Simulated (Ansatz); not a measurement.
What does this script print? It uses the Ansatz DFT code, driven from Python.

The script, `geh3io.py`:
```python
# -*- coding: utf-8 -*-
import ansatz as az
import numpy as np

BASIS = 'def2-SVP'
LEVEL = 'mp2'
NET_CHARGE = 1
FORCE_TOL = 0.01

GEOMETRY = '''
O    -0.57690   -1.40200    0.11660
Ge    0.35250    0.13460    0.15600
I    -1.20710    2.16080    0.04960
H    -1.02670   -1.30100   -0.76620
H     1.32440    0.15690   -1.07270
H     1.17600    0.18670    1.47060
'''


def main():
    geh3io = az.Crystal.molecule()
    for line in GEOMETRY.strip().splitlines():
        symbol, *xyz = line.split()
        geh3io = geh3io.atom(symbol, [float(v) for v in xyz])

    setup = (
        geh3io.calculation()
        .basis(gaussian=BASIS)
        .correlation(LEVEL, electrons='valence')
        .accuracy('medium')
    )
    symbols = [site.symbol for site in geh3io.cartesian_sites]
    start = np.array([site.position_ang for site in geh3io.cartesian_sites], dtype=float)
    data = setup.relax(force_tolerance=0.01, max_steps=100).run(threads=1).report
    end = np.array(data['positions_ang'])

    away = sum((end[0] - end[j]) / np.linalg.norm(end[0] - end[j]) for j in [1, 3]) + np.array([0.15, 0.1, -0.2])
    proton = end[0] + 1.0 * away / np.linalg.norm(away)
    acid = az.Crystal.molecule()
    for symbol, place in zip(symbols, end):
        acid = acid.atom(symbol, place.tolist())
    acid = acid.atom('H', proton.tolist())
    protonated = (
        acid.calculation()
        .basis(gaussian=BASIS)
        .correlation(LEVEL, electrons='valence')
        .accuracy('medium')
        .charge(NET_CHARGE)
        .relax(force_tolerance=FORCE_TOL, max_steps=80)
    )
    after = protonated.run(threads=1).report
    xyz = np.array(after['positions_ang'])
    reach = np.linalg.norm(xyz[:-1] - xyz[-1], axis=1)
    print(f'base {data["free_energy_ev"]:.5f} eV, protonated {after["free_energy_ev"]:.5f} eV')
    print(f'the proton ends {reach.min():.3f} A from {symbols[reach.argmin()]}{reach.argmin()}')
    print(f'electronic proton affinity {(data["free_energy_ev"] - after["free_energy_ev"]):.3f} eV')


if __name__ == '__main__':
    main()
```

```console
$ python geh3io.py
base -66637.99487 eV, protonated -66646.63370 eV
the proton ends 0.975 A from O0
electronic proton affinity 8.639 eV
```

Reading the output:
- These settings explore the input space; basis and method may be short of convergence.
- The proton is put on one chosen atom, which needn't be the most basic site, so the molecule's proton affinity can be higher; the ends are stationary points, not checked by frequencies, and zero-point and thermal terms count only where printed.
- def2 sets replace the cores of elements past krypton by effective core potentials.
- Hardware and time: 2.4 min on 1 thread of Arm Neoverse V1, on a shared host, peak memory 0.3 GiB.
